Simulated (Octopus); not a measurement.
TiAl: single point with PBEsol

The system is TiAl.

```
CELL_PARAMETERS angstrom
2.86726 0.00000 0.00000
-1.43363 2.48312 0.00000
0.00000 0.00000 4.67808
ATOMIC_POSITIONS crystal
Ti 0.99025 0.00486 0.01131
Al 0.34812 0.66269 0.51633
```

The cell comes from a database or a generator and needn't be the stable form of this composition.

The cell isn't the ideal one: atoms moved at random, drawn with an rms of 0.05 Å.

```yaml
Program: Octopus 16.4
Task: single point
Functional: PBEsol
Potentials_or_basis: pseudodojo_pbesol (PseudoDojo 0.4, PBEsol)
Grid_spacing: 0.125 × 0.125 × 0.123 Å
k_mesh: 11 × 11 × 6
Occupations: fermi-dirac, width 0.05 eV
Spin: no spin polarisation
Eigensolver: chebyshev_filter
k-point_symmetries_used: yes
ConvRelDens: 3e-07
ExtraStates: 8
DerivativesOrder: 8
```

```json
{
 "Largest force": "0.221 eV/Å",
 "Band gap on the k mesh": "none (metal or under the smearing width)"
}
```

Forces on the atoms (eV/Å):
```
Ti   0.152 -0.027  0.158
Al  -0.152  0.027 -0.158
```

Levels at points of the mesh, in eV from the Fermi level:
| k point | band 6 | band 7 | band 8 | band 9 | band 10 | band 11 |
| --- | --- | --- | --- | --- | --- | --- |
| (0.00, 0.00, 0.00) | -2.29 | -1.80 | 1.30 | 1.31 | 2.77 | 2.81 |
| (0.00, 0.00, 0.50) | -5.25 | -0.41 | 1.31 | 1.32 | 2.70 | 2.73 |

Wall time 20 min on 1 thread of AMD EPYC 9R45 96-Core Processor (Zen 5) (shared host), peak memory 6.3 GiB.
